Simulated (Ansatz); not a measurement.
# CH5BClNO: the cost of one run

All numbers below are computed with Ansatz 0.2.0 (RKS PBE/STO-3G).

## 1. Starting point

Bond lengths: N1–B2 1.481 Å, B2–Cl3 1.837 Å, B2–C4 1.623 Å, C4–O5 1.338 Å, N1–H6 1.055 Å, N1–H7 1.091 Å, C4–H8 1.130 Å, C4–H9 1.050 Å, O5–H10 1.023 Å. Angles: N1–B2–Cl3 120.9°, N1–B2–C4 121.0°, Cl3–B2–C4 118.1°, B2–N1–H6 109.1°, B2–N1–H7 105.0°, H6–N1–H7 101.7°, B2–C4–O5 112.3°, B2–C4–H8 106.2°, B2–C4–H9 106.9°, O5–C4–H8 110.6°, O5–C4–H9 113.4°, H8–C4–H9 107.1°, C4–O5–H10 109.1°.

As a file:

```xyz
10

N    -1.5418    0.3704    0.4603
B    -0.1630    0.5680   -0.0443
Cl    0.6291    2.2248   -0.0027
C     0.7024   -0.6790   -0.6182
O     1.7849   -0.9306    0.1264
H    -1.6099    0.7548    1.4401
H    -2.1513    1.0811   -0.0998
H     0.0071   -1.5693   -0.6213
H     0.9271   -0.4598   -1.6206
H     1.4985   -1.4117    0.9829
```

## 2. End point A

Contents of input.yaml:

```yaml
crystal:
  periodic: [false, false, false]
  atoms:
    - { symbol: "N", position_ang: [-1.5418, 0.3704, 0.4603] }
    - { symbol: B, position_ang: [-0.163, 0.568, -0.0443] }
    - { symbol: Cl, position_ang: [0.6291, 2.2248, -0.0027] }
    - { symbol: C, position_ang: [0.7024, -0.679, -0.6182] }
    - { symbol: O, position_ang: [1.7849, -0.9306, 0.1264] }
    - { symbol: H, position_ang: [-1.6099, 0.7548, 1.4401] }
    - { symbol: H, position_ang: [-2.1513, 1.0811, -0.0998] }
    - { symbol: H, position_ang: [0.0071, -1.5693, -0.6213] }
    - { symbol: H, position_ang: [0.9271, -0.4598, -1.6206] }
    - { symbol: H, position_ang: [1.4985, -1.4117, 0.9829] }
basis:
  gaussian: { orbitals: STO-3G }
hamiltonian:
  xc: pbe
relax:
  f_tol: 0.015
  max_steps: 40
```

On the command line:

```sh
> ansatz run input.yaml --threads 1 --pin off --max-ram 2048MiB --backend cpu --events-out ev --progress --plain --runs-dir out
```

**Question.** How long does this run take on 1 thread of Arm Neoverse V2, shared host, and how much memory does it need?

About 39 s, with a peak of 0.17 GiB.
